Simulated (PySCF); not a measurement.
# C3H7NSi: the cost of one run

Computed with PySCF 2.14.0, with density-fitted response routines of our own, on a single molecule in the gas phase. Atoms are numbered from 0 throughout.

### Step 1. Starting geometry

12 atoms, charge 0, multiplicity 1; geometry from: PBE0-D3(BJ)/def2-SVP.

Bonds of the start (Å): C0–Si1 1.87, Si1–C2 1.87, Si1–C3 1.87, C3–N4 1.16, C0–H5 1.10, C0–H6 1.10, C0–H7 1.10, Si1–H8 1.49, C2–H9 1.10, C2–H10 1.10, C2–H11 1.10.

### Step 2. Shielding tensors: HF/pcSseg-2

What the job is given:

```
{"job": {"kind": "nmr", "xc": "HF", "basis": "pcSseg-2", "pop": false}, "charge": 0, "multiplicity": 1}
C      1.661094    -0.157306    -0.084150
Si    -0.129467     0.185602    -0.500122
C     -1.320547    -0.944449     0.393857
C     -0.503607     1.939203     0.033115
N     -0.723476     3.022349     0.385621
H      1.931347    -1.186050    -0.369182
H      1.837670    -0.038054     0.995617
H      2.328945     0.534015    -0.619779
H     -0.358400     0.159419    -1.974126
H     -2.364892    -0.678266     0.173332
H     -1.169976    -0.882092     1.482445
H     -1.157126    -1.988291     0.082893
```

With the program's defaults for keys left out, this is: GIAO HF/pcSseg-2 NMR shielding, non-relativistic, gas phase.

Started as:

```
OMP_NUM_THREADS=1 python probes_run.py task.json out
```

One launch serves the whole session: the jobs run in the order shown.

Q: Estimate the wall time and peak memory of this first job on 1 thread of Arm Neoverse V1, shared host.

About 20 s, with a peak of 1.1 GiB.
